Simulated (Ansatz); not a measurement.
# CH₇FO₃SiTi: vertical ionisation energy

One table from this session's results is given with a row withheld; the runs are named, their logs left out.

Program: Ansatz 0.2.0, Gaussian basis. Level of theory: unrestricted cation, the program's frozen cores in correlated methods. These are calculated values, not measurements.

The runs, in order: UKS PBE-D4/def2-TZVPP; UKS r2SCAN-D4/def2-TZVPP; UKS PBE0-D4/def2-TZVPP; UKS B3LYP-D4/def2-TZVPP; UKS wB97X-V/def2-TZVPP; UKS wB97M-V/def2-TZVPP; UKS B2PLYP/def2-TZVPP; UHF-CCSD(T)/def2-TZVPP; UHF-MP2/def2-QZVPP; extrapolation to the limit; then −ε(HOMO) from the neutral's earlier runs with LDA (SPW92), PBE-D4, revPBE-D4, BLYP-D4, r2SCAN-D4, B97M-V, PBE0-D4, B3LYP-D4, r2SCANh-D4, r2SCAN0-D4, HSE06-D4, BHLYP-D4, CAM-B3LYP-D4, LC-ωPBE, ωB97X-V, ωB97M-V.

### The relaxed structure

All runs share one geometry, relaxed beforehand with PBE0-D4 in a triple-zeta def2 set.

14 atoms, charge 0, spin multiplicity 1.

Atoms are counted from 1 here; the program's logs count them from 0.

Bond lengths: C1–O2 1.392 Å, C1–H8 1.094 Å, C1–H9 1.094 Å, C1–H10 1.094 Å, O2–Ti3 1.756 Å, Ti3–O4 1.793 Å, Ti3–F5 1.772 Å, Ti3–O6 1.792 Å, O4–H11 0.957 Å, O6–Si7 1.637 Å, Si7–H12 1.485 Å, Si7–H13 1.486 Å, Si7–H14 1.487 Å. Angles: O2–C1–H8 109.8°, O2–C1–H9 110.6°, O2–C1–H10 109.9°, H8–C1–H9 108.8°, H8–C1–H10 108.7°, H9–C1–H10 108.9°, C1–O2–Ti3 159.2°, O2–Ti3–O4 109.9°, O2–Ti3–F5 109.4°, O2–Ti3–O6 109.0°, O4–Ti3–F5 109.8°, O4–Ti3–O6 109.6°, F5–Ti3–O6 109.2°, Ti3–O4–H11 133.1°, Ti3–O6–Si7 168.6°, O6–Si7–H12 109.6°, O6–Si7–H13 110.0°, O6–Si7–H14 109.4° and more.

Set-up of the first run:

in.yaml reads:

```yaml
crystal:
  periodic: [false, false, false]
  atoms:
    - {symbol: C, position_ang: [-0.311656, -0.767689, 2.472102]}
    - {symbol: O, position_ang: [0.526094, -0.159545, 1.541104]}
    - {symbol: Ti, position_ang: [1.023067, 0.669369, 0.075586]}
    - {symbol: O, position_ang: [2.488308, -0.111277, -0.601244]}
    - {symbol: F, position_ang: [1.366622, 2.367991, 0.447552]}
    - {symbol: O, position_ang: [-0.308077, 0.586874, -1.120734]}
    - {symbol: Si, position_ang: [-1.321648, 0.319147, -2.377445]}
    - {symbol: H, position_ang: [0.140301, -1.699642, 2.824368]}
    - {symbol: H, position_ang: [-1.284198, -0.994123, 2.024345]}
    - {symbol: H, position_ang: [-0.461341, -0.104213, 3.328717]}
    - {symbol: H, position_ang: [3.033338, -0.842771, -0.310923]}
    - {symbol: H, position_ang: [-1.849462, 1.614342, -2.876833]}
    - {symbol: H, position_ang: [-0.599460, -0.377496, -3.473609]}
    - {symbol: H, position_ang: [-2.454988, -0.530166, -1.924185]}
basis:
  gaussian: {orbitals: def2-TZVPP}
total_charge: 1
magnetization: {spin_polarized: true, initial_magnetization: 1}
hamiltonian: {xc: pbe, dispersion: d4}
```

Among the steps run: Cation, UKS PBE-D4/def2-TZVPP; Cation, UKS r2SCAN-D4/def2-TZVPP; Cation, UKS PBE0-D4/def2-TZVPP; Cation, UKS B3LYP-D4/def2-TZVPP; Cation, UKS wB97X-V/def2-TZVPP; Cation, UKS wB97M-V/def2-TZVPP; Cation, UKS B2PLYP (frozen core)/def2-TZVPP; Cation, UHF-CCSD(T)/def2-TZVPP; Cation, UHF-MP2/def2-QZVPP.

One table of the session follows, with a row left open; its other results are not shown here.

It belongs to the step «Ionisation energies side by side». For comparison, −ε(HOMO) of the neutral from earlier runs:

| functional | −ε(HOMO) (eV) |
| --- | --- |
| LDA (SPW92) | 7.32 |
| PBE-D4 | 7.18 |
| revPBE-D4 | 7.12 |
| BLYP-D4 | ? |
| r2SCAN-D4 | 7.53 |
| B97M-V | 7.65 |
| PBE0-D4 | 8.68 |
| B3LYP-D4 | 8.46 |
| r2SCANh-D4 | 8.09 |
| r2SCAN0-D4 | 8.93 |
| HSE06-D4 | 8.28 |
| BHLYP-D4 | 10.13 |
| CAM-B3LYP-D4 | 10.11 |
| LC-ωPBE | 11.42 |
| ωB97X-V | 11.10 |
| ωB97M-V | 11.00 |

**Question.** Estimate the row for BLYP-D4.

Worked estimate for «−ε(HOMO) (eV)». Against the share of exact exchange, B3LYP-D4 (0.2, 8.46), BHLYP-D4 (0.5, 10.13) give a slope of 5.57 per unit share; at 0 the line stands at 7.35.

The run gave: −ε(HOMO) (eV): 7.09. In «−ε(HOMO) (eV)» the line misses by +0.26.
